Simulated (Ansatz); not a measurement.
**C₉H₅NO₄Ru: basis-set convergence**

The task here is to estimate one member of a computed series from the others.

Computed with Ansatz 0.2.0, Gaussian basis. Level: one geometry, several basis sets.

Plan: PBE0-D4/def2-SVP; ωB97M-V/def2-SVP; PBE0-D4/def2-QZVPP; ωB97M-V/def2-QZVPP; the functionals' def2-TZVPP values are taken from earlier runs.

1 further run of the same task is left out (for a known fault of the program).

**Structure used throughout**

All runs share one geometry, relaxed beforehand with PBE0-D4 in a triple-zeta def2 set. Ru takes the def2 core potential; no spin-orbit term is included.

SMILES `[O+]#[C][Ru-5]([C]#[O+])([C]#[O+])([C]#[O+])[n+]1ccccc1`, 20 atoms, charge 0, spin multiplicity 1.

Atoms are counted from 1 here; the program's logs count them from 0.

Bond lengths: O1–C2 1.138 Å, C2–Ru3 1.928 Å, Ru3–C4 1.889 Å, Ru3–C6 1.889 Å, Ru3–C8 1.928 Å, Ru3–N10 2.264 Å, C4–O5 1.147 Å, C6–O7 1.147 Å, C8–O9 1.138 Å, N10–C11 1.335 Å, N10–C15 1.335 Å, C11–C12 1.383 Å, C11–H16 1.083 Å, C12–C13 1.384 Å, C12–H17 1.083 Å, C13–C14 1.384 Å, C13–H18 1.084 Å, C14–C15 1.383 Å and more. Angles: O1–C2–Ru3 179.2°, C2–Ru3–C4 90.0°, C2–Ru3–C6 90.0°, C2–Ru3–C8 179.9°, C2–Ru3–N10 90.1°, C4–Ru3–C6 122.1°, C4–Ru3–C8 90.0°, C4–Ru3–N10 118.9°, C6–Ru3–C8 90.0°, C6–Ru3–N10 119.0°, C8–Ru3–N10 90.1°, Ru3–C4–O5 172.8°, Ru3–C6–O7 172.8°, Ru3–C8–O9 179.2°, Ru3–N10–C11 120.9°, Ru3–N10–C15 120.9°, C11–N10–C15 118.2°, N10–C11–C12 122.7° and more.

Set-up of the first run:

Contents of in.yaml:

```yaml
crystal:
  periodic: [false, false, false]
  atoms:
    - {symbol: O, position_ang: [2.956384, 0.357212, -1.994125]}
    - {symbol: C, position_ang: [1.867387, 0.638912, -1.822989]}
    - {symbol: Ru, position_ang: [0.021778, 1.100456, -1.511012]}
    - {symbol: C, position_ang: [-0.444994, 0.362682, -3.185852]}
    - {symbol: O, position_ang: [-0.704907, 0.045482, -4.257437]}
    - {symbol: C, position_ang: [0.509725, 2.914484, -1.314310]}
    - {symbol: O, position_ang: [0.785172, 4.028071, -1.336352]}
    - {symbol: C, position_ang: [-1.823879, 1.564549, -1.202169]}
    - {symbol: O, position_ang: [-2.913206, 1.828899, -1.007063]}
    - {symbol: N, position_ang: [-0.004825, -0.232401, 0.319289]}
    - {symbol: C, position_ang: [-0.345629, -1.520009, 0.224439]}
    - {symbol: C, position_ang: [-0.374322, -2.367789, 1.316777]}
    - {symbol: C, position_ang: [-0.036732, -1.865975, 2.562070]}
    - {symbol: C, position_ang: [0.317176, -0.531561, 2.664186]}
    - {symbol: C, position_ang: [0.320214, 0.248284, 1.521934]}
    - {symbol: H, position_ang: [-0.601787, -1.870183, -0.767378]}
    - {symbol: H, position_ang: [-0.658372, -3.403679, 1.182176]}
    - {symbol: H, position_ang: [-0.049186, -2.503960, 3.437885]}
    - {symbol: H, position_ang: [0.589666, -0.089510, 3.614047]}
    - {symbol: H, position_ang: [0.590348, 1.296036, 1.555872]}
basis:
  gaussian: {orbitals: def2-SVP}
hamiltonian: {xc: pbe0, dispersion: d4}
output: {orbitals: {seedname: orbitals}}
```

Command:

```bash
ansatz run in.yaml --threads 11 --pin off --events-out ev --progress --plain --max-ram 110592MiB --backend cpu
```

Steps of the session up to this table: PBE0-D4 in def2-SVP; ωB97M-V in def2-SVP; PBE0-D4 in def2-QZVPP; ωB97M-V in def2-QZVPP.

One table of the session follows, with a row left open; its other results are not shown here.

| functional | basis | HOMO (eV) | LUMO (eV) |
| --- | --- | --- | --- |
| PBE0-D4 | def2-SVP | -5.71 | -1.82 |
| PBE0-D4 | def2-TZVPP | -5.82 | -1.93 |
| PBE0-D4 | def2-QZVPP | -5.85 | -1.97 |
| ωB97M-V | def2-SVP | ? | ? |
| ωB97M-V | def2-TZVPP | -7.86 | 0.18 |
| ωB97M-V | def2-QZVPP | -7.90 | 0.11 |

Q: Estimate the row for ωB97M-V, def2-SVP from the others.

**Answer.** HOMO (eV): -7.70; LUMO (eV): 0.36. In the column «HOMO (eV)» it lies between ωB97M-V, def2-TZVPP (-7.86) and PBE0-D4, def2-QZVPP (-5.85).
